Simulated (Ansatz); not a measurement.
# Ca2AlO2: the cost of one run

Computed with Ansatz 0.2.0 (DFT PBE, scalar-relativistic, plane waves, PAW, unless a step's input says otherwise).

### 1 Starting point

It takes space group P-3m1 (No. 164, trigonal). Conventional cell: a = 3.603 Å, b = 3.603 Å, c = 6.397 Å, α = 90.00°, β = 90.00°, γ = 120.00°. Ca (site symmetry 3m) has 4 O at 2.14 to 2.15 Å as nearest neighbours. Al (site symmetry -3m) has 6 Ca at 2.79 Å and 6 O at 3.17 Å as nearest neighbours. Around O (site symmetry 3m) lie 4 Ca at 2.14 to 2.15 Å.

As a file:

```
CELL_PARAMETERS angstrom
3.60321 0.00000 0.00000
-1.80160 3.12047 0.00000
0.00000 0.00000 6.39728
ATOMIC_POSITIONS crystal
Ca 0.33333 0.66667 0.79120
Ca 0.66667 0.33333 0.20880
Al 0.00000 0.00000 0.50000
O 0.33333 0.66667 0.12524
O 0.66667 0.33333 0.87476
```

Recipe of the guess: species swapped into a database cell of Dy2SeO2 (P-3m1, No. 164), with Ca on the Dy sites and Al on the Se sites. Its size is a rough estimate.

### 2 A first look at the guess

The input, input.yaml:

```yaml
crystal:
  lattice:
    - [3.60320506, 0.0, 0.0]
    - [-1.80160253, 3.12046712, 0.0]
    - [0.0, 0.0, 6.39727783]
  atoms:
    - { symbol: Ca, position: [0.33333333, 0.66666667, 0.79120404] }
    - { symbol: Ca, position: [0.66666667, 0.33333333, 0.20879596] }
    - { symbol: Al, position: [0.0, 0.0, 0.5] }
    - { symbol: O, position: [0.33333333, 0.66666667, 0.12524197] }
    - { symbol: O, position: [0.66666667, 0.33333333, 0.87475803] }
basis:
  ecutwfc: 420
kpoints:
  mp_grid: { grid: [6, 6, 4] }
hamiltonian:
  xc: pbe
scf:
  occupations: { method: gaussian, width: 0.1 }
  lower_state_search: "off"
output:
  forces: true
  stress: true
  eigenvalues: true
```

Launch:

```bash
$ ansatz run input.yaml --threads 1 --pin off --max-ram 2560MiB --backend cpu --events-out ev --progress --plain --runs-dir out
```

What time and memory should one allow on 1 thread of Arm Neoverse V1, shared host?

About 2.7 s, with a peak of 0.32 GiB.
